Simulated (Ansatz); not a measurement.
Predict the output of the script below (Ansatz 0.2.0, Python API).

Input file `yzr_yzr.cif`:
```cif
data_YZr
_cell_length_a 3.423583
_cell_length_b 3.423583
_cell_length_c 5.402587
_cell_angle_alpha 90.00000
_cell_angle_beta 90.00000
_cell_angle_gamma 120.00000
_symmetry_space_group_name_H-M 'P 1'
_symmetry_Int_Tables_number 1
loop_
_symmetry_equiv_pos_as_xyz
'x, y, z'
loop_
_atom_site_label
_atom_site_type_symbol
_atom_site_fract_x
_atom_site_fract_y
_atom_site_fract_z
Y1 Y    0.666667    0.333333    0.500000
Zr2 Zr    0.333333    0.666667    0.000000
```

Contents of `yzr_y.vasp`:
```text
Y
1.0
   3.64740000    0.00000000    0.00000000
  -1.82370000    3.15874106    0.00000000
   0.00000000    0.00000000    5.73060000
Y
2
Direct
   0.33333333    0.66666667    0.25000000
   0.66666667    0.33333333    0.75000000
```

Input file `yzr_zr.extxyz`:
```text
2
Lattice="3.232 0.0 0.0 -1.616 2.7989941 0.0 0.0 0.0 5.147" Properties=species:S:1:pos:R:3 pbc="T T T"
Zr   -0.00000000    1.86599607    1.28675000
Zr    1.61600000    0.93299803    3.86025000
```

`run_formation.py`
```python
# -*- coding: utf-8 -*-
"""Is YZr bound against its elements, after relaxing cells and atoms."""

from collections import Counter
import warnings

import ansatz as az
from ase.io import read
import numpy as np


def compute(name, crystal):
    calc = (
        crystal.calculation()
        .basis(510)
        .functional("LDA")
        .kpoints(spacing=0.3)
        .occupations("fermi_dirac", width=0.1)
        .stress()
    )
    calc = calc.relax(force_tolerance=0.03, max_steps=40, cell=True)
    return calc.run(threads=1, pin="off")


def counts(outcome):
    return Counter(site.symbol for site in outcome.lattice.sites)

def formation_energy(outcome, mu):
    n = counts(outcome)
    return (outcome.report["energy_sigma0_ev"] - sum(k * mu[element] for element, k in n.items())) / sum(n.values())


def volume_per_atom(outcome):
    return abs(np.linalg.det(outcome.lattice.cell_ang)) / len(outcome.lattice.sites)

warnings.simplefilter("ignore")

phases = {}
atoms = read("yzr_yzr.cif")
yzr = az.Crystal.from_ase(atoms)
phases["YZr"] = yzr
atoms = read("yzr_y.vasp", format="vasp")
y = az.Crystal.from_ase(atoms)
phases["Y"] = y
zr = az.Crystal.from_extxyz("yzr_zr.extxyz")
phases["Zr"] = zr

done = {name: compute(name, crystal) for name, crystal in phases.items()}

# energy of one atom in its reference phase
references = {"Y": "Y", "Zr": "Zr"}
mu = {element: done[name].report["energy_sigma0_ev"] / len(done[name].lattice.sites) for element, name in references.items()}

target = done["YZr"]
heat = formation_energy(target, mu)
rows = [(name, len(o.lattice.sites), volume_per_atom(o), formation_energy(o, mu)) for name, o in done.items()]
print("     phase       atoms  V (A^3/atom)  E_form (eV/atom)")
for row in rows:
    print(f"{str(row[0]):>10}  {row[1]:10d}  {row[2]:12.3f}  {row[3]:16.4f}")
```

```console
$ python run_formation.py
     phase       atoms  V (A^3/atom)  E_form (eV/atom)
       YZr           2        25.049            0.1101
         Y           2        30.097            0.0000
        Zr           2        21.816            0.0000
```

Reading the output:
- The run is spin-unpolarised.
- For the metals among these phases the mesh is modest: differences between phases can be off by up to 40 meV an atom.
- The cells come from databases of deposited and of computed structures, and not all need be stable phases.
- The compound is the structure given, not necessarily its lowest; energies are at zero temperature, with no correction for gases. A semilocal functional's error on such energies is often 0.05 to 0.1 eV an atom, and 0.1 to 0.3 eV against gases such as O2 or F2.
- Timing: 28 s on 1 thread of Arm Neoverse V2, on a shared host, peak memory 0.48 GiB.

(A comment or docstring line of the script was reworded after the run, the code is as it ran.)
